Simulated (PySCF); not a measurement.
# BP86/6-311G(d,p) run of GeH4S (Ge(SH)H3)

Aim: the vertical ionisation energy of GeH4S (Ge(SH)H3) at BP86/6-311G**, from 2 runs. The job is set up through a Python script.

Program for the calculation: PySCF 2.14.0.

### 1 Starting point

GeH4S has 6 atoms, charge 0, and is taken as a singlet. SMILES: `[H][Ge]([H])([H])[SH]`. The shape comes from GFN2-xTB, which is rough for such elements, and wasn't checked as a minimum.

Bond lengths: Ge1–S2 2.194 Å, S2–H3 1.327 Å, Ge1–H4 1.492 Å, Ge1–H5 1.501 Å, Ge1–H6 1.501 Å. Angles: Ge1–S2–H3 94.3°, S2–Ge1–H4 107.2°, S2–Ge1–H5 110.9°, S2–Ge1–H6 110.5°, H4–Ge1–H5 109.9°, H4–Ge1–H6 109.6°, H5–Ge1–H6 108.7°.

### 2 A single-point energy at BP86/6-311G(d,p)

Input file run.py:

```python
from pyscf import gto, dft

mol = gto.M(
    atom=[
    ('Ge', (0.201110, -0.010780, -0.503070)),
    ('S', (0.260440, 0.021500, 1.690160)),
    ('H', (-1.059390, 0.053950, 1.826060)),
    ('H', (1.614000, -0.023310, -0.982370)),
    ('H', (-0.508420, 1.199120, -1.038330)),
    ('H', (-0.507750, -1.240490, -0.992450)),
],
    max_memory=1860,
    verbose=4,
    basis='6-311g**',
)

ks = dft.RKS(mol, xc='bp86')
ks.conv_tol = 1e-10
ks.grids.level = 4
ks.kernel()
if not ks.converged:
    ks = ks.newton().run(ks.mo_coeff, ks.mo_occ)

etot = ks.e_tot
print('E(%s) = %.9f' % ('BP86', etot))
```

Run with:

```console
OMP_NUM_THREADS=1 python run.py
```

Log:

```text
PySCF version 2.14.0

[INPUT] num. atoms = 6
[INPUT] num. electrons = 52
[INPUT] charge = 0
[INPUT] spin (= nelec alpha-beta = 2S) = 0
[INPUT] symmetry False subgroup None
[INPUT] Mole.unit = angstrom
[INPUT] Symbol           X                Y                Z      unit          X                Y                Z       unit  Magmom
[INPUT]  1 Ge     0.201110000000  -0.010780000000  -0.503070000000 AA    0.380042820911  -0.020371247623  -0.950664521485 Bohr   0.0
[INPUT]  2 S      0.260440000000   0.021500000000   1.690160000000 AA    0.492160271882   0.040629111678   3.193939506695 Bohr   0.0
[INPUT]  3 H     -1.059390000000   0.053950000000   1.826060000000 AA   -2.001956959103   0.101950724420   3.450753287023 Bohr   0.0
[INPUT]  4 H      1.614000000000  -0.023310000000  -0.982370000000 AA    3.050017965048  -0.044049515964  -1.856410252989 Bohr   0.0
[INPUT]  5 H     -0.508420000000   1.199120000000  -1.038330000000 AA   -0.960774556251   2.266008390488  -1.962159326920 Bohr   0.0
[INPUT]  6 H     -0.507750000000  -1.240490000000  -0.992450000000 AA   -0.959508439748  -2.344186360262  -1.875458692325 Bohr   0.0

nuclear repulsion = 179.626303531107
number of shells = 46
number of NR pGTOs = 161
number of NR cGTOs = 94
basis = 6-311g**
ecp = {}

******** <class 'pyscf.dft.rks.RKS'> ********
method = RKS
initial guess = minao
damping factor = 0
level_shift factor = 0
DIIS = <class 'pyscf.scf.diis.CDIIS'>
diis_start_cycle = 1
diis_space = 8
diis_damp = 0
SCF conv_tol = 1e-10
SCF conv_tol_grad = None
SCF max_cycles = 50
direct_scf = True
direct_scf_tol = 1e-13
XC library pyscf.dft.libxc version 7.0.0
    S. Lehtola, C. Steigemann, M. J.T. Oliveira, and M. A.L. Marques.,  SoftwareX 7, 1–5 (2018)
XC functionals = bp86
    A. D. Becke.,  Phys. Rev. A 38, 3098 (1988)
    J. P. Perdew.,  Phys. Rev. B 33, 8822 (1986)
radial grids:
    Treutler-Ahlrichs [JCP 102, 346 (1995); DOI:10.1063/1.469408] (M4) radial grids

becke partition: Becke, JCP 88, 2547 (1988); DOI:10.1063/1.454033
pruning grids: <function nwchem_prune>
grids dens level: 4
symmetrized grids: False
atomic radii adjust function: <function treutler_atomic_radii_adjust>
small_rho_cutoff = 0
Set gradient conv threshold to 1e-05
Initial guess from minao.
tot grids = 121712
init E= -2475.97207293896
  HOMO = -0.281572994753393  LUMO = -0.0546235195825494  gap/eV = 6.17561
cycle= 1 E= -2477.79806494021  delta_E= -1.83  |g|= 1.91  |ddm|= 1.87
  HOMO = -0.184901079405049  LUMO = -0.0346216835829647  gap/eV = 4.08931
cycle= 2 E= -2477.67087690257  delta_E= 0.127  |g|=  1.7  |ddm|= 1.12
  HOMO = -0.244983239935786  LUMO = -0.0283632960172743  gap/eV = 5.89453
cycle= 3 E= -2477.85365465238  delta_E= -0.183  |g|= 0.619  |ddm|= 1.05
  HOMO = -0.22499565157986  LUMO = -0.0384609764924027  gap/eV = 5.07587
cycle= 4 E= -2477.89154763805  delta_E= -0.0379  |g|= 0.0776  |ddm|= 0.424
  HOMO = -0.231989428979309  LUMO = -0.0366898716977621  gap/eV = 5.31437
cycle= 5 E= -2477.89334964956  delta_E= -0.0018  |g|= 0.0203  |ddm|= 0.122
  HOMO = -0.2286265908133  LUMO = -0.0356263415345379  gap/eV = 5.25180
cycle= 6 E= -2477.8934780044  delta_E= -0.000128  |g|= 0.0051  |ddm|= 0.028
  HOMO = -0.22937434319468  LUMO = -0.0361831739060477  gap/eV = 5.25700
cycle= 7 E= -2477.89348455582  delta_E= -6.55e-06  |g|= 0.000966  |ddm|= 0.00593
  HOMO = -0.229393900386055  LUMO = -0.0361871585632902  gap/eV = 5.25742
cycle= 8 E= -2477.89348481919  delta_E= -2.63e-07  |g|= 0.000205  |ddm|= 0.00126
  HOMO = -0.229403875781853  LUMO = -0.0361818077833029  gap/eV = 5.25784
cycle= 9 E= -2477.89348483405  delta_E= -1.49e-08  |g|= 4.15e-05  |ddm|= 0.000278
  HOMO = -0.229405428564256  LUMO = -0.0361813607650622  gap/eV = 5.25789
cycle= 10 E= -2477.89348483454  delta_E= -4.93e-10  |g|= 1.43e-05  |ddm|= 5.75e-05
  HOMO = -0.229403738363181  LUMO = -0.0361810905844021  gap/eV = 5.25786
cycle= 11 E= -2477.89348483462  delta_E= -8.55e-11  |g|= 5.5e-07  |ddm|= 1.58e-05
  HOMO = -0.229403714191065  LUMO = -0.0361810856418422  gap/eV = 5.25786
Extra cycle  E= -2477.89348483462  delta_E= 5e-12  |g|= 6.26e-07  |ddm|= 1.21e-06
converged SCF energy = -2477.89348483462
E(BP86) = -2477.893484835
```

It took 9.9 s on 1 thread of Arm Neoverse V2, shared host; peak memory 0.46 GiB.

### 3 The doublet cation, same level

Input file input.py:

```python
from pyscf import gto, dft

mol = gto.M(
    atom='''
Ge     0.380043    -0.020371    -0.950665
S      0.492160     0.040629     3.193940
H     -2.001957     0.101951     3.450753
H      3.050018    -0.044050    -1.856410
H     -0.960775     2.266008    -1.962159
H     -0.959508    -2.344186    -1.875459
''',
    max_memory=1860,
    spin=1,
    verbose=3,
    basis='6-311g**',
    unit='bohr',
    charge=1,
)

mf = dft.UKS(mol, xc='bp86')
mf.grids.level = 4
mf.conv_tol = 1e-10
mf.kernel()
if not mf.converged:
    mf = mf.newton().run(mf.mo_coeff, mf.mo_occ)

energy = mf.e_tot
print('E = %.10f Eh' % energy)
```

Run with:

```console
OMP_NUM_THREADS=1 python input.py
```

Log:

```text
WARN: HOMO -0.281572994271079 >= LUMO -0.281572994271074

converged SCF energy = -2477.5392258211  <S^2> = 0.75306129  2S+1 = 2.0030589
E = -2477.5392258211 Eh
```

Run time: 18 s. Hardware: 1 thread of Arm Neoverse V2, shared host; peak memory 0.47 GiB.

### 4 Results

At BP86/6-311G**:

```
                                          quantity           value
                       singlet GeH4S: total energy  -2477.89348 Eh
                      singlet GeH4S: dipole moment          1.38 D
                        singlet GeH4S: HOMO energy        -6.24 eV
                        singlet GeH4S: LUMO energy        -0.98 eV
                      singlet GeH4S: HOMO–LUMO gap         5.26 eV
                      doublet cation: total energy  -2477.53923 Eh
doublet cation: HOMO energy (highest over α and β)       -14.17 eV
 doublet cation: LUMO energy (lowest over α and β)       -12.96 eV
                              doublet cation: ⟨S²⟩           0.753
vertical ionisation energy (to the doublet cation)        9.640 eV
```

What this shows: The vertical ionisation energy comes to 9.64 eV (222 kcal/mol). −ε(HOMO) before ionisation, 6.24 eV, is 3.40 eV below this ionisation energy. Mulliken charges (singlet GeH4S) run from -0.19 on S2 to +0.28 on Ge1.
